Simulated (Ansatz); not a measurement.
**AgAu: equation of state with PBE**

Crystal: AgAu.

```
Au Ag
1.0
     2.93517    0.00000    0.00000
    -1.46758    2.54193    0.00000
     0.00000    0.00000    4.69691
Au Ag
1 1
Direct
  0.66667 0.33333 0.00000
  0.00000 0.00000 0.50000
```

The cell comes from a database or a generator and needn't be the stable form of this composition.

```json
{
 "Program": "Ansatz 0.2.0",
 "Task": "equation of state",
 "Functional": "PBE",
 "Potentials or basis": "all-electron LAPW, scalar-relativistic",
 "Basis error allowed": "0.0005 eV/atom",
 "k mesh": "10 × 10 × 6",
 "Occupations": "fermi-dirac, width 0.05 eV",
 "Spin": "no spin polarisation"
}
```

```yaml
Equilibrium_volume: 17.95 Å³/atom
Bulk_modulus_at_fixed_shape_and_positions: 112 GPa
Pressure_derivative_of_the_bulk_modulus: 5.6
```

Energy against volume, from the lowest point:
| volume (Å³/atom) | energy (meV/atom) |
| --- | --- |
| 16.470 | 51.09 |
| 16.821 | 28.33 |
| 17.171 | 12.80 |
| 17.522 | 3.60 |
| 17.872 | 0.00 |
| 18.223 | 1.32 |
| 18.573 | 6.95 |

All runs of the series together: 2.1 min on 1 thread of AMD EPYC 9R45 96-Core Processor (Zen 5) (shared host).

Caveat: the cell was scaled at fixed shape and fractional positions, which overstates the stiffness of a crystal with free parameters, most of all of layers and chains. The run has no spin-orbit coupling, so splittings on Au are missing.
